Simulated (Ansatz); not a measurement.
## CsRe in Ansatz: convergence with k mesh

Crystal: CsRe.

```
Cs Re
1.0
     3.68935    0.00000    0.00000
    -1.84468    3.19507    0.00000
     0.00000    0.00000    5.63144
Cs Re
1 1
Cartesian
  -0.0223 0.0567 2.7845
  0.0075 0.0510 0.0012
```

The cell was built by a generator and needn't be a form met in nature.

The cell isn't the ideal one: atoms moved at random, drawn with an rms of 0.05 Å.

- Program: Ansatz 0.2.0
- Task: convergence study
- Functional: PBE
- Potentials or basis: Ansatz PAW
- Cutoff: 420 eV (not typed: the program's choice for these potentials)
- k mesh: 3 × 3 × 2
- Occupations: fermi-dirac, width 0.1 eV
- Spin: no spin polarisation

These are the settings of the first run; the series varies k mesh, with any setting tied to it.

Hardware: 2 threads of Arm Neoverse V2, with other jobs on the host.

| k mesh | energy less the tightest run, at zero smearing (meV/atom) | pressure (GPa) | largest force (eV/Å) | SCF cycles | CPU time (s) | peak memory (GiB) |
| --- | --- | --- | --- | --- | --- | --- |
| 3 × 3 × 2 | -155.18 | -9.61 | 0.219 | 8 | 1.4 | 0.3 |
| 4 × 4 × 3 | -26.94 | -9.14 | 0.142 | 8 | 2.6 | 0.33 |
| 5 × 5 × 3 | 34.79 | -9.09 | 0.154 | 9 | 3.8 | 0.35 |
| 6 × 6 × 4 | 58.17 | -7.18 | 0.197 | 9 | 6.9 | 0.39 |
| 8 × 8 × 4 | 49.35 | -7.21 | 0.195 | 9 | 12 | 0.44 |
| 9 × 9 × 6 | -24.80 | -8.13 | 0.190 | 8 | 21 | 0.54 |
| 11 × 11 × 7 | -6.80 | -8.23 | 0.177 | 8 | 36 | 0.71 |
| 14 × 14 × 8 | 0.00 | -7.76 | 0.190 | 8 | 70 | 1.1 |

Not settled before the last step: the energy (to 1 meV/atom), the pressure (to 0.1 GPa), the largest force (to 0.005 eV/Å). Meshes of other sizes hit other points, so gaps and Fermi surfaces needn't settle smoothly. The tightest run that finished is the yardstick and may itself not be fully converged.

Spin-orbit coupling is left out, which matters for the levels of Cs, Re.
